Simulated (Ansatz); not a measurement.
# Be2Al: the cost of one run

Program: Ansatz 0.2.0. Level of theory: DFT PBE, scalar-relativistic, plane waves, PAW. These are calculated values, not measurements.

**1. The structure to begin with**

It takes space group P6mm (No. 183, hexagonal). Conventional cell: a = 3.524 Å, b = 3.524 Å, c = 15.000 Å, α = 90.00°, β = 90.00°, γ = 120.00°. Be (site symmetry 3m) is surrounded by 3 Be at 2.03 Å and 3 Al at 2.14 Å. Around Al (site symmetry 6mm) lie 6 Be at 2.14 Å.

Coordinates:

```
CELL_PARAMETERS angstrom
3.52424 0.00000 0.00000
-1.76212 3.05208 0.00000
0.00000 0.00000 15.00000
ATOMIC_POSITIONS crystal
Be 0.33333 0.66667 0.47777
Be 0.66667 0.33333 0.47777
Al 0.00000 0.00000 0.52223
```

A structure generator made this guess: species swapped into a sheet modelled on a layer of FeB2, with Be on the B sites and Al on the Fe sites. Lengths come from tabulated atomic sizes and are only a guess.

It is a sheet, periodic along a and b, with vacuum along c; volumes and pressures of the box carry no meaning, and space groups named for it are those of the box.

**2. Probe: one point on a coarse mesh**

The input, input.yaml:

```yaml
crystal:
  lattice:
    - [3.52423726, 0.0, 0.0]
    - [-1.76211863, 3.05207899, 0.0]
    - [0.0, 0.0, 15.0]
  atoms:
    - { symbol: Be, position: [0.33333333, 0.66666667, 0.47776506] }
    - { symbol: Be, position: [0.66666667, 0.33333333, 0.47776506] }
    - { symbol: Al, position: [0.0, 0.0, 0.52223494] }
  periodic: [true, true, false]
basis:
  ecutwfc: 420
kpoints:
  mp_grid: { grid: [6, 6, 1] }
hamiltonian:
  xc: pbe
scf:
  occupations: { method: gaussian, width: 0.1 }
  lower_state_search: "off"
output:
  forces: true
  stress: true
  eigenvalues: true
```

Run with:

```
$ ansatz run input.yaml --threads 1 --pin off --max-ram 2048MiB --backend cpu --events-out ev --progress --plain --runs-dir out
```

**Question.** How long does this run take on 1 thread of Arm Neoverse V1, shared host, and how much memory does it need?

About 2.6 s, with a peak of 0.35 GiB.
